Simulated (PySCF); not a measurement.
# C₃H₁₁NO₂Si: magnetic properties

Wanted: magnetic properties for C₃H₁₁NO₂Si (`CN[SiH](OC)OC`).

Programs: PySCF 2.14.0, with routines of our own; each step states its level. All values are computed. Atoms count from 0.

### 1 The system as given

18 atoms, charge 0, multiplicity 1; geometry from: GFN2-xTB.

### 2 Magnetic properties: GIAO B3LYP/pcSseg-1

Job settings and geometry (Å):

```
{"job": {"kind": "mag", "xc": "B3LYP", "basis": "pcSseg-1", "isotopologues": 2}, "charge": 0, "multiplicity": 1}
C     -0.303489     2.627708    -0.073568
N      0.467009     1.449815    -0.395144
Si     0.008706    -0.138904     0.055198
O      0.927432    -1.257346    -0.684448
C      2.301353    -1.457691    -0.568560
O     -1.490066    -0.255196    -0.534155
C     -2.300469    -1.388799    -0.611053
H     -0.051530     3.036161     0.911280
H     -1.354062     2.353916    -0.077292
H     -0.134798     3.400929    -0.825573
H      1.454129     1.650124    -0.436821
H      0.030978    -0.408873     1.503019
H      2.535456    -2.442975    -0.974859
H      2.848112    -0.699284    -1.134900
H      2.622605    -1.413917     0.475080
H     -3.126620    -1.164724    -1.287616
H     -1.741284    -2.245277    -0.991538
H     -2.702221    -1.639349     0.374534
```

Method: GIAO B3LYP/pcSseg-1 magnetisability, rotational g tensor and spin-rotation constants, non-relativistic, gas phase.

The run is started by

```bash
$ OMP_NUM_THREADS=1 python excited_run.py task.json out
```

This one command runs all jobs of the session in turn.

Output:

```text
coarse grid: 14936 points
cycle   1  E = -615.4355563643  dE =  8.431e-01  |g| = 1.036e+00  |ddm| = 3.629e+00
cycle   2  E = -615.1060929862  dE =  3.295e-01  |g| = 1.678e+00  |ddm| = 2.297e+00
cycle   3  E = -615.6262183951  dE = -5.201e-01  |g| = 1.087e-01  |ddm| = 1.643e+00
cycle   4  E = -615.6277509337  dE = -1.533e-03  |g| = 6.247e-02  |ddm| = 1.100e-01
cycle   5  E = -615.6285428001  dE = -7.919e-04  |g| = 1.365e-02  |ddm| = 5.838e-02
cycle   6  E = -615.6285774147  dE = -3.461e-05  |g| = 4.438e-03  |ddm| = 1.364e-02
cycle   7  E = -615.6285816709  dE = -4.256e-06  |g| = 4.259e-04  |ddm| = 3.021e-03
final grid: 138056 points
cycle   8  E = -615.6974041730  dE = -3.045e-05  |g| = 7.961e-03  |ddm| = 1.797e-02
cycle   9  E = -615.6973939459  dE =  1.023e-05  |g| = 1.081e-02  |ddm| = 1.239e-02
cycle  10  E = -615.6974173698  dE = -2.342e-05  |g| = 1.295e-03  |ddm| = 7.336e-03
cycle  11  E = -615.6974176983  dE = -3.285e-07  |g| = 1.823e-04  |ddm| = 1.124e-03
cycle  12  E = -615.6974177045  dE = -6.222e-09  |g| = 5.702e-05  |ddm| = 1.863e-04
cycle  13  E = -615.6974177051  dE = -6.085e-10  |g| = 1.499e-05  |ddm| = 6.062e-05
converged SCF energy = -615.6974177051

Magnetisability tensor (1e-30 J/T^2)
    -1263.44       14.60        2.50
       14.60    -1258.77      -26.20
        2.50      -26.20    -1094.22
isotropic -1205.48   principal values   -1277.95  -1248.33  -1090.15
isotropic susceptibility -72.596 1e-6 cm^3/mol

Inertial axes            a          b          c
rot. const./GHz      2.2029     1.9147     1.0907
chi total           -76.895    -75.228    -65.664
chi diamagnetic    -685.042   -768.809  -1259.420
chi paramagnetic    608.148    693.581   1193.756
quadrupole/D A        0.484      7.909     -8.393
g nuclear            0.6198     0.6101     0.6039
g electronic        -0.6294    -0.6239    -0.6117
g total             -0.0095    -0.0137    -0.0078

Spin-rotation constants (kHz, H = +C I.J)
atom  isotope        aa         bb         cc
  1    14N        0.114      0.063      0.045
  7     1H       -0.227     -0.115     -0.004
  8     1H       -0.176      0.046     -0.122
  9     1H       -0.193     -0.116     -0.021
 10     1H       -0.229     -0.013     -0.145
 11     1H       -0.190     -0.165      0.055
 12     1H        0.046     -0.160     -0.096
 13     1H       -0.208     -0.034     -0.047
 14     1H       -0.215     -0.179      0.038
 15     1H       -0.110     -0.122     -0.038
 16     1H        0.099     -0.194     -0.099
 17     1H       -0.216     -0.161      0.036
  0    13C*       0.300      0.371      0.181
  2   29Si*      -1.277     -1.103     -0.654
  3    17O*      -0.201     -0.180     -0.036
  4    13C*       0.397      0.349      0.247
* in the singly substituted isotopologue

Isotopologues: g along a, b, c
2H    at 7,8,9,10,11,12    -0.0077    -0.0113    -0.0065
13C   at 0                 -0.0094    -0.0135    -0.0077
```

Run time: 40 s. Hardware: 1 thread of Intel Xeon Platinum 8488C, shared host; peak memory 0.81 GiB.

Key values:

| quantity | value |
| --- | --- |
| magnetisability | -1205·10⁻³⁰ J/T² |
| molar susceptibility | -72.6·10⁻⁶ cm³/mol |
| rotational g (a, b, c) | -0.0095, -0.0137, -0.0078 |

The fields below are evaluated on a grid from the run's orbitals.

Frontier orbitals at B3LYP/pcSseg-1, with the share of their density that lies nearest to each atom:

| orbital | energy (eV) | lies on |
| --- | --- | --- |
| HOMO | -6.33 | N1 64 %; H7, H10 about 8 % each |
| LUMO | 0.98 | H10, H13 about 21 % each; H14 16 %; H12 11 % |

ELF in a plane through or near 10 of the atoms.

Ten even steps from '0' (0.00) to '9' (1.00):
```
0000000000000000000000000000
0000000000000000000000000000
0000000000000000000000000000
0000000000156510000000000000
0000000000389844796000000000
0000000000026249999400000000
0000000000246747997100000000
0000000003783561000000000000
0000018820367862257510000000
0000059992002102778600210000
0000028994268205836439992000
0000003416726723567279995000
0000026855668610047348981000
0000013531299940189840000000
0000000000189920178730000000
0000000000000000000000000000
0000000000000000000000000000
0000000000000000000000000000
0000000000000000000000000000
0000000000000000000000000000
```
The map spans 12.1 Å across and 11.9 Å up, centred on the molecule. Atoms in the plane (x, y in Å): C0 (-2.4, -1.1), N1 (-1.0, -1.1), O3 (1.6, -0.1), C4 (2.4, -1.2), O5 (-0.5, 1.4), C6 (0.1, 2.7), H8 (-2.7, 0.0), H10 (-0.7, -2.1), H12 (3.4, -0.9), H16 (1.1, 2.7).

On the surface of density 0.002 e/bohr³ the electrostatic potential runs, from the 1st to the 99th percentile, from -1.55 V near N1 to 1.38 V near H10.

### 3 Magnetic properties: GIAO B97-2/ANO-RCC-VDZP

The job, as its differences from that of step 2:

```diff
@@ -1,2 +1,2 @@
-{"job": {"kind": "mag", "xc": "B3LYP", "basis": "pcSseg-1", "isotopologues": 2}, "charge": 0, "multiplicity": 1}
+{"job": {"kind": "mag", "xc": "B97-2", "basis": "ANO-RCC-VDZP"}, "charge": 0, "multiplicity": 1}
 C     -0.303489     2.627708    -0.073568
```

With the program's defaults for keys left out, this is: GIAO B97-2/ANO-RCC-VDZP magnetisability, rotational g tensor and spin-rotation constants, non-relativistic, gas phase.

Output:

```text
coarse grid: 14936 points
cycle   1  E = -615.4079724970  dE =  8.446e-01  |g| = 9.449e-01  |ddm| = 5.580e+00
cycle   2  E = -615.1124109038  dE =  2.956e-01  |g| = 1.542e+00  |ddm| = 2.331e+00
cycle   3  E = -615.5837043806  dE = -4.713e-01  |g| = 9.125e-02  |ddm| = 1.584e+00
cycle   4  E = -615.5848665764  dE = -1.162e-03  |g| = 5.570e-02  |ddm| = 1.304e-01
cycle   5  E = -615.5855264030  dE = -6.598e-04  |g| = 1.107e-02  |ddm| = 6.100e-02
cycle   6  E = -615.5855515849  dE = -2.518e-05  |g| = 3.420e-03  |ddm| = 1.315e-02
cycle   7  E = -615.5855542469  dE = -2.662e-06  |g| = 3.503e-04  |ddm| = 2.967e-03
final grid: 138056 points
cycle   8  E = -615.5840824884  dE = -4.363e-05  |g| = 5.096e-03  |ddm| = 3.835e-02
cycle   9  E = -615.5840760920  dE =  6.396e-06  |g| = 7.820e-03  |ddm| = 9.583e-03
cycle  10  E = -615.5840876247  dE = -1.153e-05  |g| = 5.002e-04  |ddm| = 5.967e-03
cycle  11  E = -615.5840876772  dE = -5.248e-08  |g| = 1.717e-04  |ddm| = 6.215e-04
cycle  12  E = -615.5840876836  dE = -6.463e-09  |g| = 4.004e-05  |ddm| = 1.723e-04
cycle  13  E = -615.5840876839  dE = -3.035e-10  |g| = 1.758e-05  |ddm| = 6.194e-05
converged SCF energy = -615.5840876839

Magnetisability tensor (1e-30 J/T^2)
    -1259.29       14.92       -0.95
       14.92    -1256.44      -23.90
       -0.95      -23.90    -1098.57
isotropic -1204.77   principal values   -1274.29  -1245.04  -1094.97
isotropic susceptibility -72.553 1e-6 cm^3/mol

Inertial axes            a          b          c
rot. const./GHz      2.2029     1.9147     1.0907
chi total           -76.696    -75.013    -65.950
chi diamagnetic    -683.975   -767.520  -1258.874
chi paramagnetic    607.279    692.507   1192.924
quadrupole/D A        0.315      7.363     -7.677
g nuclear            0.6198     0.6101     0.6039
g electronic        -0.6285    -0.6229    -0.6113
g total             -0.0086    -0.0128    -0.0074

Spin-rotation constants (kHz, H = +C I.J)
atom  isotope        aa         bb         cc
  1    14N        0.117      0.064      0.043
  7     1H       -0.225     -0.115     -0.003
  8     1H       -0.177      0.048     -0.120
  9     1H       -0.191     -0.116     -0.021
 10     1H       -0.226     -0.005     -0.144
 11     1H       -0.187     -0.164      0.060
 12     1H        0.050     -0.162     -0.098
 13     1H       -0.209     -0.034     -0.047
 14     1H       -0.217     -0.178      0.040
 15     1H       -0.112     -0.119     -0.039
 16     1H        0.101     -0.196     -0.097
 17     1H       -0.218     -0.161      0.037
  0    13C*       0.274      0.341      0.167
  2   29Si*      -1.110     -0.952     -0.573
  3    17O*      -0.180     -0.187     -0.043
  4    13C*       0.366      0.324      0.230
* in the singly substituted isotopologue
```

Wall time 52 s (1 thread of Intel Xeon Platinum 8488C, shared host); peak memory 0.81 GiB.

In short:

| quantity | value |
| --- | --- |
| magnetisability | -1205·10⁻³⁰ J/T² |
| molar susceptibility | -72.6·10⁻⁶ cm³/mol |
| rotational g (a, b, c) | -0.0086, -0.0128, -0.0074 |

### 4 The levels compared

| level | ξ (10⁻³⁰ J/T²) | g(a) | g(b) | gap (eV) | functions | time |
| --- | --- | --- | --- | --- | --- | --- |
| GIAO B3LYP/pcSseg-1 | -1205 | -0.0095 | -0.0137 | 7.31 | 181 | 40 s |
| GIAO B97-2/ANO-RCC-VDZP | -1205 | -0.0086 | -0.0128 | 6.77 | 157 | 52 s |

### 5 Outcome

```
                                            quantity                      value
       magnetisability (step 2, GIAO B3LYP/pcSseg-1)           -1205·10⁻³⁰ J/T²
  molar susceptibility (step 2, GIAO B3LYP/pcSseg-1)         -72.6·10⁻⁶ cm³/mol
rotational g (a, b, c) (step 2, GIAO B3LYP/pcSseg-1)  -0.0095, -0.0137, -0.0078
               surface potential, 1st and 99th percentile         -1.55 V and 1.38 V
                     magnetisability over the levels  -1205 to -1205·10⁻³⁰ J/T²
```

The magnetisability spreads by 0.1 % over 2 levels of like cost. Two levels can agree by chance, so this spread shows no convergence. Vibrational averaging and real surroundings are missing from these values.
